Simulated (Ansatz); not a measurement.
**C2H9GaS: up Jacob's ladder to CCSD(T)**

One table from this session's results is given with a row withheld; the runs are named, their logs left out.

Method: functionals in def2-TZVPP, the program's frozen cores in correlated methods; program: Ansatz 0.2.0, Gaussian basis.

Levels to be run: LDA (SPW92), PBE-D4, revPBE-D4, BLYP-D4, r2SCAN-D4, B97M-V, PBE0-D4, B3LYP-D4, r2SCANh-D4, r2SCAN0-D4, HSE06-D4, BHLYP-D4, CAM-B3LYP-D4, LC-ωPBE, ωB97X-V, ωB97M-V, B2PLYP, PBE-QIDH; CCSD(T)/def2-SVP; CCSD(T)/def2-TZVPP; MP2/def2-QZVPP; extrapolation to the limit; RPA on PBE.

### The relaxed structure

All runs share one geometry, relaxed beforehand with PBE0-D4 in a triple-zeta def2 set.

SMILES `[CH3][GaH-]([CH3])[SH2+]`, 13 atoms, charge 0, spin multiplicity 1.

Atoms are counted from 1 here; the program's logs count them from 0.

Bond lengths: C1–Ga2 1.986 Å, C1–H5 1.093 Å, C1–H6 1.093 Å, C1–H7 1.094 Å, Ga2–C3 1.984 Å, Ga2–S4 2.661 Å, Ga2–H8 1.585 Å, C3–H9 1.094 Å, C3–H10 1.093 Å, C3–H11 1.092 Å, S4–H12 1.344 Å, S4–H13 1.343 Å. Angles: Ga2–C1–H5 112.3°, Ga2–C1–H6 111.9°, Ga2–C1–H7 109.5°, H5–C1–H6 108.6°, H5–C1–H7 107.1°, H6–C1–H7 107.2°, C1–Ga2–C3 119.3°, C1–Ga2–S4 98.1°, C1–Ga2–H8 118.5°, C3–Ga2–S4 96.9°, C3–Ga2–H8 119.1°, S4–Ga2–H8 92.7°, Ga2–C3–H9 109.4°, Ga2–C3–H10 112.0°, Ga2–C3–H11 112.1°, H9–C3–H10 107.2°, H9–C3–H11 107.3°, H10–C3–H11 108.6° and more.

The first run:

Contents of in.yaml:

```yaml
crystal:
  periodic: [false, false, false]
  atoms:
    - {symbol: C, position_ang: [-0.504569, 1.600537, -0.566335]}
    - {symbol: Ga, position_ang: [-0.160222, -0.353161, -0.669572]}
    - {symbol: C, position_ang: [1.673158, -1.033325, -0.336092]}
    - {symbol: S, position_ang: [-1.188454, -1.039933, 1.686637]}
    - {symbol: H, position_ang: [-1.566708, 1.829677, -0.451918]}
    - {symbol: H, position_ang: [0.043566, 2.067777, 0.256066]}
    - {symbol: H, position_ang: [-0.169383, 2.079975, -1.491309]}
    - {symbol: H, position_ang: [-1.187050, -1.260914, -1.465178]}
    - {symbol: H, position_ang: [2.278554, -0.903163, -1.238317]}
    - {symbol: H, position_ang: [2.171967, -0.488324, 0.469342]}
    - {symbol: H, position_ang: [1.678365, -2.097800, -0.092273]}
    - {symbol: H, position_ang: [-0.685249, -0.021611, 2.404299]}
    - {symbol: H, position_ang: [-2.363574, -0.414434, 1.509449]}
basis:
  gaussian: {orbitals: def2-TZVPP}
hamiltonian: {xc: lda}
output: {orbitals: {seedname: orbitals}}
```

Steps of the session up to this table: LDA; PBE-D4 (GGA); revPBE-D4 (GGA); BLYP-D4 (GGA); r2SCAN-D4 (meta-GGA); B97M-V (meta-GGA); PBE0-D4 (hybrid); B3LYP-D4 (hybrid); r2SCANh-D4 (hybrid); r2SCAN0-D4 (hybrid); HSE06-D4 (hybrid); BHLYP-D4 (hybrid); CAM-B3LYP-D4 (range-separated); LC-ωPBE-D4 (range-separated; the results give it without D4); ωB97X-V (range-separated); ωB97M-V (range-separated); B2PLYP (double hybrid); PBE-QIDH (double hybrid).

One table of the session follows, with a row left open; its other results are not shown here.

It belongs to the step «Frontier levels by functional». 

```
  functional  HOMO (eV)  gap (eV)
 LDA (SPW92)      -6.15      4.74
      PBE-D4      -5.99      4.68
   revPBE-D4      -5.93      4.66
     BLYP-D4      -5.84      4.61
   r2SCAN-D4      -6.24      5.21
      B97M-V      -6.29      5.17
     PBE0-D4          ?         ?
    B3LYP-D4      -6.98      6.39
  r2SCANh-D4      -6.69      6.03
  r2SCAN0-D4      -7.38      7.26
    HSE06-D4      -6.81      6.11
    BHLYP-D4      -8.32      9.00
CAM-B3LYP-D4      -8.55      9.36
     LC-ωPBE      -9.94     12.01
     ωB97X-V      -9.56     11.45
     ωB97M-V      -9.44     11.04
```

Q: Estimate the row for PBE0-D4 from the others.

As computed: HOMO (eV): -7.21; gap (eV): 6.90. In the column «HOMO (eV)» it lies between r2SCAN0-D4 (-7.38) and B3LYP-D4 (-6.98).
